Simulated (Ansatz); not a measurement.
# CH₄BF₂N: small, medium and large basis sets

An exercise on one series of results from a longer session: the logs are not shown, and one member is left open.

Program: Ansatz 0.2.0, Gaussian basis. Level of theory: one geometry, several basis sets. These are calculated values, not measurements.

Levels to be run: PBE0-D4/def2-SVP; ωB97M-V/def2-SVP; PBE0-D4/def2-QZVPP; ωB97M-V/def2-QZVPP; the functionals' def2-TZVPP values are taken from earlier runs.

### Structure used throughout

All runs share one geometry, relaxed beforehand with PBE0-D4 in a triple-zeta def2 set.

SMILES `CNB(F)F`, 9 atoms, charge 0, spin multiplicity 1.

Atoms are counted from 1 here; the program's logs count them from 0.

Bond lengths: C1–N2 1.444 Å, C1–H6 1.094 Å, C1–H7 1.089 Å, C1–H8 1.094 Å, N2–B3 1.390 Å, N2–H9 1.006 Å, B3–F4 1.332 Å, B3–F5 1.332 Å. Angles: N2–C1–H6 111.6°, N2–C1–H7 109.2°, N2–C1–H8 111.6°, H6–C1–H7 108.0°, H6–C1–H8 108.3°, H7–C1–H8 108.0°, C1–N2–B3 126.1°, C1–N2–H9 115.8°, B3–N2–H9 118.0°, N2–B3–F4 121.7°, N2–B3–F5 120.9°, F4–B3–F5 117.4°.

The first run:

File in.yaml:

```yaml
crystal:
  periodic: [false, false, false]
  atoms:
    - {symbol: C, position_ang: [-1.124682, -0.226527, -0.072290]}
    - {symbol: N, position_ang: [0.129227, 0.271065, 0.442962]}
    - {symbol: B, position_ang: [1.376672, 0.124761, -0.153598]}
    - {symbol: F, position_ang: [1.528214, -0.519588, -1.308941]}
    - {symbol: F, position_ang: [2.470473, 0.628679, 0.415989]}
    - {symbol: H, position_ang: [-1.832030, 0.585610, -0.263690]}
    - {symbol: H, position_ang: [-0.945406, -0.745349, -1.013213]}
    - {symbol: H, position_ang: [-1.591978, -0.933288, 0.619534]}
    - {symbol: H, position_ang: [0.078011, 0.768337, 1.316148]}
basis:
  gaussian: {orbitals: def2-SVP}
hamiltonian: {xc: pbe0, dispersion: d4}
output: {orbitals: {seedname: orbitals}}
```

Among the steps run: PBE0-D4 in def2-SVP; ωB97M-V in def2-SVP; PBE0-D4 in def2-QZVPP; ωB97M-V in def2-QZVPP.

One of the session's tables, all rows but one given; the rest of the session is left out.

It belongs to the step «Density functionals: the series». 

```
functional       basis  HOMO (eV)  LUMO (eV)
   PBE0-D4    def2-SVP      -7.68       1.69
   PBE0-D4  def2-TZVPP      -7.84       0.77
   PBE0-D4  def2-QZVPP          ?          ?
   ωB97M-V    def2-SVP     -10.02       3.31
   ωB97M-V  def2-TZVPP     -10.18       2.03
   ωB97M-V  def2-QZVPP     -10.21       1.51
```

Estimate the missing values for PBE0-D4, def2-QZVPP.

As computed: HOMO (eV): -7.87; LUMO (eV): 0.46. In the column «HOMO (eV)» it lies between ωB97M-V, def2-SVP (-10.02) and PBE0-D4, def2-TZVPP (-7.84).
